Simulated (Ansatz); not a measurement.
Below is the output of a Python script on the Python package of Ansatz (0.2.0) that makes a ladder of methods at one geometry of AlBCl2H2O, SMILES B[O][Al]([Cl])[Cl]. Write a script that gives it. Level of theory (for the species named): HSE06, cc-pVDZ basis, multiplicity 1. The script varies functional: hse06, pbe, r2scan0, lda, revpbe, r2scan.

| atom | x (Å) | y (Å) | z (Å) |
| --- | --- | --- | --- |
| B | -1.3716 | -0.1640 | 0.0082 |
| O | -0.3755 | -1.0250 | -0.4726 |
| Al | 1.1708 | -0.1455 | -0.1299 |
| Cl | 2.2769 | -0.4110 | 1.8329 |
| Cl | 2.0741 | 1.2119 | -1.6390 |
| H | -1.9051 | 0.6776 | -0.7483 |
| H | -1.8084 | -0.2120 | 1.1030 |

```console
$ python methods_albcl2h2o.py
functional    E (Ha)        dipole (D)   HOMO (eV)  LUMO (eV)
hse06        -1263.734364     0.573      -7.975     -3.014
pbe          -1263.653422     0.452      -6.832     -3.468
r2scan0      -1264.134210     0.655      -8.631     -2.508
lda          -1259.418328     0.391      -6.882     -3.724
revpbe       -1264.037180     0.484      -6.811     -3.356
r2scan       -1264.157415     0.595      -7.219     -3.246
```

The script that was run (others could print the same):

The script, `methods_albcl2h2o.py`:
```python
# -*- coding: utf-8 -*-
"""AlBCl2H2O at several levels of theory."""

from pathlib import Path

import ansatz as az
import numpy as np


def main():
    albcl2h2o = (
        az.Crystal.molecule()
        .atom("B", (-1.3716, -0.164, 0.0082))
        .atom("O", (-0.3755, -1.025, -0.4726))
        .atom("Al", (1.1708, -0.1455, -0.1299))
        .atom("Cl", (2.2769, -0.411, 1.8329))
        .atom("Cl", (2.0741, 1.2119, -1.639))
        .atom("H", (-1.9051, 0.6776, -0.7483))
        .atom("H", (-1.8084, -0.212, 1.103))
    )

    setup = albcl2h2o.calculation().basis(gaussian="cc-pVDZ")

    print("functional    E (Ha)        dipole (D)   HOMO (eV)  LUMO (eV)")
    for name in ["hse06", "pbe", "r2scan0", "lda", "revpbe", "r2scan"]:
        summary = setup.functional(name).forces().orbitals().run(threads=1, pin="off", runs_dir="runs").report
        lines = Path(summary["orbitals_path"]).read_text().splitlines()
        field_of = lambda key: [line.split("=")[1].strip() for line in lines if line.startswith(key)]
        orbitals = [(27.211386 * float(e), s, float(n)) for e, s, n in zip(field_of("Ene="), field_of("Spin="), field_of("Occup="))]
        homo = max(e for e, _, n in orbitals if n > 0.5)
        lumo = min(e for e, _, n in orbitals if n < 0.5)
        dipole = 4.803205 * np.linalg.norm(summary["charge_distribution"]["dipole_moment_e_ang"])
        print(f"{name:10s} {summary['free_energy_ev'] / 27.211386246:14.6f} {dipole:9.3f} {homo:11.3f} {lumo:10.3f}")


if __name__ == "__main__":
    main()
```

Total energies depend on the basis set; only differences at equal settings carry meaning. The geometry is a force-field or estimated start, not a minimum of this method, and the basis set is short of its limit. A lower total doesn't mark the better method: functionals have no common bound, and MP2 and coupled cluster aren't variational. Levels such as HOMO and LUMO are orbital energies: with these approximate functionals they aren't the ionisation energy and electron affinity, and their gap isn't the fundamental gap. For Al to Cl the sets with a tight d function, cc-pV(X+d)Z, are usual. hse06 follows the composition of plane-wave codes, whose totals differ by tens of mHa, up to about 0.1 Ha, from the form usual in Gaussian-basis programs (wpbeh). It ran for 29 s on 1 thread of Arm Neoverse V2, with other jobs on the host, peak memory 0.28 GiB.
